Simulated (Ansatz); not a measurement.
Task: a comparison of functionals at one structure of Be, space group P6_3/mmc, with Ansatz's Python interface. Give the script and its output. Level of theory (first run): BLYP, PAW, cutoff 510 eV, 14×14×8 k-points, Fermi-Dirac smearing of 0.15 eV. The script varies functional: blyp, r2scan, pbesol, revpbe.

```yaml
crystal:
  lattice:
    - [2.28530, 0.00000, 0.00000]
    - [-1.14265, 1.97913, 0.00000]
    - [0.00000, 0.00000, 3.58420]
  atoms:
    - { symbol: Be, position: [0.33333, 0.66667, 0.25000] }
    - { symbol: Be, position: [0.66667, 0.33333, 0.75000] }
```

`xc.py`
```python
import warnings

import ansatz
import pandas as pd
from pymatgen.core import Lattice, Structure
from pymatgen.io.ase import AseAtomsAdaptor

SIGMA = 0.15
KSPACING = 0.24
CUTOFF_EV = 510

warnings.simplefilter('ignore', ansatz.DeckWarning)

pmg_structure = Structure(
    Lattice([(2.2853, 0.0, 0.0), (-1.14265, 1.97913, 0.0), (0.0, 0.0, 3.5842)]),
    ['Be', 'Be'],
    [
        (1 / 3, 2 / 3, 0.25),
        (2 / 3, 1 / 3, 0.75),
    ],
)
crystal = ansatz.Crystal.from_ase(AseAtomsAdaptor.get_atoms(pmg_structure))

calc = (
    crystal.calculation()
    .pseudopotentials('paw')
    .occupations(ansatz.OccupationsMethod.FERMI_DIRAC, width=SIGMA)
    .kpoints(spacing=KSPACING)
    .basis(CUTOFF_EV)
    .forces()
    .stress()
)

rows = []
for value in ['blyp', 'r2scan', 'pbesol', 'revpbe']:
    data = calc.functional(value).run(threads=1, backend='cpu').report
    rows.append((value, data['free_energy_ev'] / len(data['lattice']['sites']), data['n_iterations'], sum(data['stress_gpa'][i][i] for i in range(3)) / 3, max(abs(f) for row in data['forces_ev_ang'] for f in row), data['n_kpoints']))

table = pd.DataFrame(rows, columns=['functional', 'F/atom (eV)', 'iterations', 'P (GPa)', 'max component (eV/A)', 'k-points'])
print(table.round(5).to_string(index=False))
```

```console
$ python xc.py
functional  F/atom (eV)  iterations  P (GPa)  max component (eV/A)  k-points
      blyp    -92.87539           6 -2.54158                   0.0       120
    r2scan    -93.33327           6 -2.86511                   0.0       120
    pbesol    -90.34587           6 -3.86115                   0.0       120
    revpbe    -93.43971           6 -0.24635                   0.0       120
```

From lowest to highest: PBEsol (-3.9 GPa), r2SCAN (-2.9 GPa), BLYP (-2.5 GPa) and revPBE (-0.2 GPa). At a fixed cell a lower pressure usually means a smaller equilibrium volume, so PBEsol prefers the smallest cell and revPBE the largest.

What to keep in mind:
- BLYP can be off by several per cent in the lattices of metals, and by several GPa in the pressure at a fixed cell.
- For a metal this k-point mesh is coarse: on a finer one energies can move by several to tens of meV an atom and pressures by half a GPa or more, differences at one mesh by less.
- Forces vanish by symmetry here and test nothing.
- Pressure is positive in compression.
- Total energies of different functionals can't be compared; pressures, moments and gaps at this one structure can.
- Timing: 7.8 s on 1 thread of Arm Neoverse V1, with other jobs on the host, peak memory 0.36 GiB.
